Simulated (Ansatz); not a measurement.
# CH7AlSSi2: one species, many methods

Aim: compute CH7AlSSi2 with functionals from several rungs and with coupled cluster, and see how far each lands from CCSD(T) at the basis-set limit for the atomisation energy.

The runs use Ansatz 0.2.0, Gaussian basis; functionals in def2-TZVPP, the program's frozen cores in correlated methods.

Plan: PBE-D4, r2SCAN-D4, PBE0-D4, B3LYP-D4, ωB97X-V, ωB97M-V, B2PLYP; CCSD(T)/def2-TZVPP; MP2/def2-QZVPP; extrapolation to the limit.

## Step 1: The relaxed structure

An earlier PBE0-D4 in a triple-zeta def2 set relaxation fixed the geometry.

SMILES `[AlH2][C@H]1[SiH2][Si@@H]1S`, 12 atoms, charge 0, spin multiplicity 1.

Atoms are counted from 1 here; the program's logs count them from 0.

Bond lengths: Al1–C2 1.925 Å, Al1–H6 1.586 Å, Al1–H7 1.588 Å, C2–Si3 1.902 Å, C2–Si4 1.890 Å, C2–H8 1.091 Å, Si3–Si4 2.227 Å, Si3–H9 1.484 Å, Si3–H10 1.484 Å, Si4–S5 2.131 Å, Si4–H11 1.482 Å, S5–H12 1.344 Å. Angles: C2–Al1–H6 120.4°, C2–Al1–H7 118.6°, H6–Al1–H7 121.1°, Al1–C2–Si3 118.3°, Al1–C2–Si4 113.1°, Al1–C2–H8 111.5°, Si3–C2–Si4 71.9°, Si3–C2–H8 117.9°, Si4–C2–H8 119.0°, C2–Si3–Si4 53.8°, C2–Si3–H9 114.3°, C2–Si3–H10 118.0°, Si4–Si3–H9 117.1°, Si4–Si3–H10 128.2°, H9–Si3–H10 111.8°, C2–Si4–Si3 54.3°, C2–Si4–S5 119.6°, C2–Si4–H11 116.6° and more.

## Step 2: PBE-D4 (GGA)

File in.yaml:

```yaml
crystal:
  periodic: [false, false, false]
  atoms:
    - {symbol: Al, position_ang: [-0.347801, 0.889148, 1.995581]}
    - {symbol: C, position_ang: [-0.440638, 0.507958, 0.110519]}
    - {symbol: Si, position_ang: [1.163281, 0.602674, -0.907919]}
    - {symbol: Si, position_ang: [0.088845, -1.255558, -0.315826]}
    - {symbol: S, position_ang: [-1.097269, -2.414751, -1.653856]}
    - {symbol: H, position_ang: [-1.535063, 1.653428, 2.718442]}
    - {symbol: H, position_ang: [0.928284, 0.404522, 2.806681]}
    - {symbol: H, position_ang: [-1.352931, 0.908162, -0.334225]}
    - {symbol: H, position_ang: [0.975745, 1.077522, -2.300989]}
    - {symbol: H, position_ang: [2.356862, 1.213520, -0.272695]}
    - {symbol: H, position_ang: [0.416670, -2.144695, 0.823511]}
    - {symbol: H, position_ang: [-1.079087, -1.497030, -2.635224]}
basis:
  gaussian: {orbitals: def2-TZVPP}
hamiltonian: {xc: pbe, dispersion: d4}
output: {forces: true, orbitals: {seedname: orbitals}}
```

The run is started by

```
> ansatz run in.yaml --threads 4 --pin off --events-out ev --progress --plain --max-ram 10444MiB
```

Further steps of the session: r2SCAN-D4 (meta-GGA); PBE0-D4 (hybrid); B3LYP-D4 (hybrid); ωB97X-V (range-separated); ωB97M-V (range-separated); B2PLYP (double hybrid); CCSD(T) in def2-TZVPP; MP2 in def2-QZVPP.

Before running them: what should the planned runs give, taken together? Wanted: atomisation energy, CCSD(T)/CBS; farthest; mean size of error, hybrid; mean size of error, range-separated; gap, smallest and largest; T1 diagnostic; triples share of the correlation energy.

As calculated:

```
                               quantity                                value
        atomisation energy, CCSD(T)/CBS                            38.154 eV
    functionals within 0.191 eV (0.5 %)           PBE-D4, r2SCAN-D4, ωB97M-V
                               farthest                   B2PLYP (-0.808 eV)
             mean size of error, hybrid                             0.241 eV
    mean size of error, range-separated                             0.204 eV
              gap, smallest and largest  3.31 eV (PBE-D4), 9.09 eV (ωB97X-V)
                          T1 diagnostic                               0.0129
triples share of the correlation energy                                4.4 %
```

What this shows: PBE-D4 misses by +0.023 eV. Double hybrids carry the basis error of their MP2 part in triple zeta, and no dispersion term here, so their miss is partly the set-up's. Misses under about 0.191 eV are within the doubt on the reference itself, which lacks core-valence correlation, relativity and higher excitations. Hartree-Fock recovers 73 % of the binding; the rest is correlation. Orbital gaps span 3.3 to 9.1 eV; exact exchange widens them.
